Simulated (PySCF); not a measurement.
# [La(NH3)6]3+: other functionals and bases at one geometry

Aim: see how levels, charges and forces of [La(NH3)6]3+ depend on the level of theory. It is a constructed species; whether it can be made isn't addressed.

Method: several levels, as the steps say, no spin–orbit coupling; program: PySCF 2.14.0.

4 further runs of the same task are left out: 2 for a known fault of the program, 2 that didn't finish.

### 1 The starting structure

25 atoms, charge 3, spin multiplicity 1.

Bond lengths: La1–N2 2.711 Å, La1–N6 2.711 Å, La1–N10 2.711 Å, La1–N14 2.711 Å, La1–N18 2.711 Å, La1–N22 2.711 Å, N2–H3 1.030 Å, N2–H4 1.030 Å, N2–H5 1.030 Å, N6–H7 1.030 Å, N6–H8 1.030 Å, N6–H9 1.030 Å, N10–H11 1.030 Å, N10–H12 1.030 Å, N10–H13 1.030 Å, N14–H15 1.030 Å, N14–H16 1.030 Å, N14–H17 1.030 Å and more. Angles: N2–La1–N6 180.0°, N2–La1–N10 89.9°, N2–La1–N14 89.7°, N2–La1–N18 90.1°, N2–La1–N22 90.3°, N6–La1–N10 90.1°, N6–La1–N14 90.3°, N6–La1–N18 89.9°, N6–La1–N22 89.7°, N10–La1–N14 90.0°, N10–La1–N18 180.0°, N10–La1–N22 90.0°, N14–La1–N18 90.0°, N14–La1–N22 180.0°, N18–La1–N22 90.0°, La1–N2–H3 115.7°, La1–N2–H4 115.8°, La1–N2–H5 115.7° and more.

As a file:

```xyz
25

La    0.00000    0.00000    0.00000
N     0.00462    0.00700    2.71119
H     0.80926    0.47281    3.15533
H    -0.79847    0.47156    3.15934
H     0.00654   -0.92003    3.16093
N    -0.00462   -0.00700   -2.71119
H     0.79847   -0.47156   -3.15934
H    -0.80926   -0.47281   -3.15533
H    -0.00654    0.92003   -3.16093
N     2.71077   -0.00116    0.00202
H     3.15729   -0.46440    0.80688
H     3.16060   -0.46395   -0.80112
H     3.15586    0.92817    0.00231
N     0.00121    2.71077    0.00590
H     0.45301    3.15505    0.81846
H     0.47539    3.16276   -0.78941
H    -0.92807    3.15588   -0.00464
N    -2.71077    0.00116   -0.00202
H    -3.16060    0.46395    0.80112
H    -3.15729    0.46440   -0.80688
H    -3.15586   -0.92817   -0.00231
N    -0.00121   -2.71077   -0.00590
H    -0.47539   -3.16276    0.78941
H    -0.45301   -3.15505   -0.81846
H     0.92807   -3.15588    0.00464
```

Formal oxidation states: La +3. An earlier session relaxed this geometry at r2SCAN, La def2-SVP with ECP46, N def2-SVP, H def2-SVP (singlet, point group Ci).

At r2SCAN on the finer grid: E = -369.746513 Eh, HOMO -19.45 eV, LUMO -13.31 eV, Mulliken charge on La1 +1.49 e, largest force component 0.021 eV/Å. 

Levels to run: TPSS; B3LYP; revPBE; PBE0; r2SCAN, TZVP. Hardware: 4 threads of Arm Neoverse N1, shared host.

### 2 TPSS

The input, run.py (the lines that set the calculation):

```python
mol = gto.M(atom='''
La     0.00000     0.00000     0.00000
N      0.00462     0.00700     2.71119
H      0.80926     0.47281     3.15533
H     -0.79847     0.47156     3.15934
H      0.00654    -0.92003     3.16093
N     -0.00462    -0.00700    -2.71119
H      0.79847    -0.47156    -3.15934
H     -0.80926    -0.47281    -3.15533
H     -0.00654     0.92003    -3.16093
N      2.71077    -0.00116     0.00202
H      3.15729    -0.46440     0.80688
H      3.16060    -0.46395    -0.80112
H      3.15586     0.92817     0.00231
N      0.00121     2.71077     0.00590
H      0.45301     3.15505     0.81846
H      0.47539     3.16276    -0.78941
H     -0.92807     3.15588    -0.00464
N     -2.71077     0.00116    -0.00202
H     -3.16060     0.46395     0.80112
H     -3.15729     0.46440    -0.80688
H     -3.15586    -0.92817    -0.00231
N     -0.00121    -2.71077    -0.00590
H     -0.47539    -3.16276     0.78941
H     -0.45301    -3.15505    -0.81846
H      0.92807    -3.15588     0.00464''',
    basis={'La': 'def2-SVP', 'N': 'def2-SVP', 'H': 'def2-SVP'},
    ecp={'La': 'def2-SVP'},
    charge=3, spin=0)
mf = dft.RKS(mol, xc='TPSS')
mf.grids.atom_grid = (75, 302)  # f atoms: unpruned, at least (60, 302)
mf = mf.density_fit()  # fitting sets: La def2-universal-JKFIT, N def2-universal-JKFIT, H def2-universal-JKFIT
mf.conv_tol = 1e-08; mf.max_cycle = 55
mf.kernel(dm0)  # dm0: the density of the relaxed state
```

Command:

```bash
$ OMP_NUM_THREADS=4 python run.py
```

### 3 B3LYP

run.py (the lines that set the calculation): that of step 2 with these lines changed.

```diff
@@ -29,3 +29,3 @@
     charge=3, spin=0)
-mf = dft.RKS(mol, xc='TPSS')
+mf = dft.RKS(mol, xc='B3LYP')
 mf.grids.atom_grid = (75, 302)  # f atoms: unpruned, at least (60, 302)
```

### 4 revPBE

run.py (the lines that set the calculation): that of step 3 with these lines changed.

```diff
@@ -29,3 +29,3 @@
     charge=3, spin=0)
-mf = dft.RKS(mol, xc='B3LYP')
+mf = dft.RKS(mol, xc='PBE_R,PBE')
 mf.grids.atom_grid = (75, 302)  # f atoms: unpruned, at least (60, 302)
```

### 5 PBE0

run.py (the lines that set the calculation): that of step 4 with these lines changed.

```diff
@@ -29,3 +29,3 @@
     charge=3, spin=0)
-mf = dft.RKS(mol, xc='PBE_R,PBE')
+mf = dft.RKS(mol, xc='PBE0')
 mf.grids.atom_grid = (75, 302)  # f atoms: unpruned, at least (60, 302)
```

### 6 r2SCAN, TZVP

Basis: La def2-TZVP with ECP46, N def2-TZVP, H def2-TZVP. 

run.py (the lines that set the calculation): that of step 5 with these lines changed.

```diff
@@ -26,6 +26,6 @@
 H      0.92807    -3.15588     0.00464''',
-    basis={'La': 'def2-SVP', 'N': 'def2-SVP', 'H': 'def2-SVP'},
-    ecp={'La': 'def2-SVP'},
+    basis={'La': 'def2-TZVP', 'N': 'def2-TZVP', 'H': 'def2-TZVP'},
+    ecp={'La': 'def2-TZVP'},
     charge=3, spin=0)
-mf = dft.RKS(mol, xc='PBE0')
+mf = dft.RKS(mol, xc='R2SCAN')
 mf.grids.atom_grid = (75, 302)  # f atoms: unpruned, at least (60, 302)
@@ -33,2 +33,2 @@
 mf.conv_tol = 1e-08; mf.max_cycle = 55
-mf.kernel(dm0)  # dm0: the density of the relaxed state
+mf.kernel(dm0)  # dm0: free metal ions and neutral atoms
```

What does the calculation give? Wanted: for each run, HOMO; gap; charge on La1; dipole; largest force component.

The runs gave:

| level | state | HOMO (eV) | gap (eV) | charge on La1 (e) | dipole (D) | largest force component (eV/Å) | basis functions | time |
| --- | --- | --- | --- | --- | --- | --- | --- | --- |
| r2SCAN (relaxed here) | singlet | -19.45 | 6.13 | 1.49 | 0.00 | 0.02 | 206 | 38 s |
| TPSS | singlet | -19.22 | 5.88 | 1.43 | 0.00 | 0.22 | 206 | 41 s |
| B3LYP | singlet | -20.37 | 7.45 | 1.45 | 0.00 | 0.09 | 206 | 28 s |
| revPBE | singlet | -19.04 | 5.61 | 1.38 | 0.00 | 0.29 | 206 | 26 s |
| PBE0 | singlet | -20.66 | 7.98 | 1.50 | 0.00 | 0.10 | 206 | 28 s |
| r2SCAN, TZVP | singlet | -19.53 | 6.17 | 1.96 | 0.00 | 0.42 | 334 | 2.2 min |

Times are on 4 threads of Arm Neoverse N1, shared host; the first row also made further properties. The dipole of a charged species depends on the origin, so these sizes hold for this origin alone.

In one basis the HOMO–LUMO gap runs from 5.61 eV (revPBE) to 7.98 eV (PBE0). The largest leftover force, 0.42 eV/Å with r2SCAN, TZVP, stands at a geometry relaxed at another level. The Mulliken charge on La spans +1.38 to +1.96 e over the levels. Total energies of different levels can't be compared. Spin–orbit coupling is left out throughout.
